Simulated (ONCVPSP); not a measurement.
# Pseudopotential generation for iridium: ONCV, LDA (Perdew-Wang 92)

Aim: build the potential from the settings below, then test how well it stands in for the atom: other configurations, scattering, ghost states and the plane-wave cutoff that it needs.

Program: ONCVPSP 4.0.1. Reference atom: LDA (Perdew-Wang 92), scalar-relativistic, spherical and spin-unpolarised. All values are calculated.

### 1 Settings

Typed settings, in words:

```
element                 : iridium (Ir, Z = 77)
type                    : optimised norm-conserving Vanderbilt (ONCV)
frozen core             : [Kr] 4d10 4f14
valence charge          : 17
reference configuration : 5s2 5p6 5d7 6s2
partial waves           : 5s+6s: rc 1.85 bohr, ncon 4, nbas 8, qcut 5.2 1/bohr, 2 projectors; 5p: rc 1.10 bohr, ncon 5, nbas 9, qcut 6.7 1/bohr, 2 projectors, debl 2.3 Ha; 5d: rc 1.95 bohr, ncon 4, nbas 9, qcut 6.4 1/bohr, 2 projectors, debl 0.4 Ha
local potential         : polynomial inside 0.90 bohr (lpopt 5, dvloc0 0 Ha)
core correction         : Teter function, fcfact 5.25, rcfact 1.6
```

The outer shells as boxes (Hund's rule for the drawing; the calculation is spin-unpolarised):

```
[Kr] core
4d [↑↓][↑↓][↑↓][↑↓][↑↓]
4f [↑↓][↑↓][↑↓][↑↓][↑↓][↑↓][↑↓]
5s [↑↓]
5p [↑↓][↑↓][↑↓]
5d [↑↓][↑↓][↑ ][↑ ][↑ ]
6s [↑↓]
```

An earlier all-electron run gives the scale for the radii.

All-electron outer shells of the reference configuration (LDA (PZ), scalar-relativistic, ld1.x):

```
shell  level (eV)  outermost node (bohr)  outermost maximum (bohr)
   5s      -98.30                   0.50                      0.89
   4f      -62.55                      –                      0.39
   5p      -54.92                   0.54                      1.01
   5d       -7.36                   0.59                      1.31
   6s       -6.59                   1.17                      2.38
   6p       -1.35                   1.39                      3.43
```

### 2 The generation run

Input file Ir.dat:

```
# ATOM AND REFERENCE CONFIGURATION
# atsym  z   nc   nv     iexc    psfile
  Ir 77.00   10    4  -001012      upf
#
#   n    l    f
    1    0    2.00
    2    0    2.00
    2    1    6.00
    3    0    2.00
    3    1    6.00
    3    2   10.00
    4    0    2.00
    4    1    6.00
    4    2   10.00
    4    3   14.00
    5    0    2.00
    5    1    6.00
    5    2    7.00
    6    0    2.00
#
# PSEUDOPOTENTIAL AND OPTIMIZATION
# lmax
    2
#
#   l,   rc,      ep,       ncon, nbas, qcut
    0    1.85    0.00    4    8    5.20
    1    1.10    0.00    5    9    6.70
    2    1.95    0.00    4    9    6.40
#
# LOCAL POTENTIAL
# lloc, lpopt,  rc(5),   dvloc0
    4    5    0.90    0.00
#
# VANDERBILT-KLEINMAN-BYLANDER PROJECTORs
# l, nproj, debl
    0    2    3.50
    1    2    2.30
    2    2    0.40
#
# MODEL CORE CHARGE
# icmod, fcfact, rcfact
    3    5.25    1.60
#
# LOG DERIVATIVE ANALYSIS
# epsh1, epsh2, depsh
   -5.00    5.00    0.04
#
# OUTPUT GRID
# rlmax, drl
    6.00    0.01
#
# TEST CONFIGURATIONS
# ncnf
    4
# nvcnf
#   n    l    f
    4
    5    0    2.00
    5    1    6.00
    5    2    7.00
    6    0    1.00
#
    4
    5    0    2.00
    5    1    6.00
    5    2    7.00
    6    0    0.00
#
    4
    5    0    2.00
    5    1    6.00
    5    2    6.00
    6    0    0.00
#
    5
    5    0    2.00
    5    1    6.00
    5    2    7.00
    6    0    0.00
    6    1    1.00
#
```

The run is started by

```console
$ oncvpsp.x < Ir.dat > Ir.out
```

What does the calculation give? Wanted: cutoffs for 1 and 0.1 mHa per electron, occupied waves; bound ghosts; GHOST(+) flags; largest test error; largest phase difference near zero energy, channels read; rms error of d²Exc/dn², without and with the model core.

**Answer**, as computed:

| quantity | value |
| --- | --- |
| cutoffs for 1 and 0.1 mHa per electron, occupied waves | 165 Ha and 206 Ha |
| bound ghosts | s at -68.99 eV |
| GHOST(+) flags | p at 250 eV |
| largest test error (AE − PS) | -35 meV, for 5s2 5p6 5d6 6s0 |
| largest phase difference near zero energy, channels read | 0.000 rad |
| rms error of d²Exc/dn², without and with the model core | 9.48 and 2.48 mHa |

What this shows: A bound ghost (s) makes it unfit for use: electrons can fall into a state that the atom doesn't have. By total energies transferability is fair: the largest error is 35 meV on 58.9 eV, for 5s2 5p6 5d6 6s0. That test lies far up in energy; among those under 40 eV, nearer to bonding, the largest error is 25 meV. It counts as very hard, with 165 Ha needed at the looser tolerance. At the looser tolerance the 5p wave is the slowest; 5d needs 16 Ha. Near zero energy the phases of the channels with partial waves that could be evaluated agree within 0.001 rad. The program also flags highly localised states, GHOST(+) (p). Note that the frozen 4f shell (-63 eV) lies higher than the valence 5s shell (-98 eV). All of this concerns the isolated atom, not yet a solid.
